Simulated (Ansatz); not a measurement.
Task: vertical spin-state energies of CH7AlO2Si, SMILES O[SiH2]O[CH2][AlH2], with the Ansatz DFT code, driven from Python. Give the script and its output. Settings (for the species named): B3LYP, def2-SVP basis, multiplicity 1.

```yaml
atoms:
  - { symbol: O, position_ang: [-2.3672, -0.0310, 0.8697] }
  - { symbol: Si, position_ang: [-1.4664, 0.9360, -0.2307] }
  - { symbol: O, position_ang: [0.1790, 0.7781, 0.1646] }
  - { symbol: C, position_ang: [0.7068, -0.5095, -0.1668] }
  - { symbol: Al, position_ang: [2.5562, -0.7142, 0.3046] }
  - { symbol: H, position_ang: [-3.3464, 0.1587, 0.5437] }
  - { symbol: H, position_ang: [-1.8211, 2.3564, -0.1236] }
  - { symbol: H, position_ang: [-1.6608, 0.4992, -1.6154] }
  - { symbol: H, position_ang: [0.5610, -0.6822, -1.2174] }
  - { symbol: H, position_ang: [0.0801, -1.2953, 0.4341] }
  - { symbol: H, position_ang: [3.0039, -0.5172, 1.8607] }
  - { symbol: H, position_ang: [3.6518, -1.0343, -0.7897] }
```

`run_spin.py`
```python
"""Vertical spin-state energies of CH7AlO2Si."""

import ansatz as az

BASIS = "def2-SVP"
XC = "b3lyp"

geometry = (
    az.Crystal.molecule()
    .atom("O", [-2.3672, -0.031, 0.8697])
    .atom("Si", [-1.4664, 0.936, -0.2307])
    .atom("O", [0.179, 0.7781, 0.1646])
    .atom("C", [0.7068, -0.5095, -0.1668])
    .atom("Al", [2.5562, -0.7142, 0.3046])
    .atom("H", [-3.3464, 0.1587, 0.5437])
    .atom("H", [-1.8211, 2.3564, -0.1236])
    .atom("H", [-1.6608, 0.4992, -1.6154])
    .atom("H", [0.561, -0.6822, -1.2174])
    .atom("H", [0.0801, -1.2953, 0.4341])
    .atom("H", [3.0039, -0.5172, 1.8607])
    .atom("H", [3.6518, -1.0343, -0.7897])
)

calc = geometry.calculation().basis(gaussian=BASIS).functional(XC)
found = {}
for unpaired in [0, 2]:
    rep = calc.spin("collinear", total=unpaired).run().report
    s = unpaired / 2
    found[unpaired] = rep["free_energy_ev"]
    print(f"2S+1 = {unpaired + 1}: E = {found[unpaired]:.5f} eV, <S^2> = {abs(rep['mean_field']['state']['spin_squared']):.3f} (pure state {s * (s + 1):.2f})")
lowest = min(found, key=found.get)
for unpaired, e in found.items():
    print(f"multiplicity {unpaired + 1}: {(e - found[lowest]):.3f} eV above the lowest")
```

`python run_spin.py` gives:
```text
2S+1 = 1: E = -19712.84381 eV, <S^2> = 0.000 (pure state 0.00)
2S+1 = 3: E = -19708.45967 eV, <S^2> = 2.003 (pure state 2.00)
multiplicity 1: 0.000 eV above the lowest
multiplicity 3: 4.384 eV above the lowest
```

In order: multiplicity 1 (+0.00 eV) and multiplicity 3 (+4.38 eV), all at the one geometry.

Total energies depend on the basis set; only differences at equal settings carry meaning. The geometry is a force-field or estimated start, not a minimum of this method, and the basis set is short of its limit. All parts are taken at fixed geometry, without zero-point energy. b3lyp holds the VWN-RPA fit, as in Gaussian; the form of ORCA and Turbomole is b3lyp5. Hardware and time: 28 s on 1 thread of Arm Neoverse V2 (shared host), peak memory 0.4 GiB.

(Lines on the test bed's own set-up are left out of the output.)
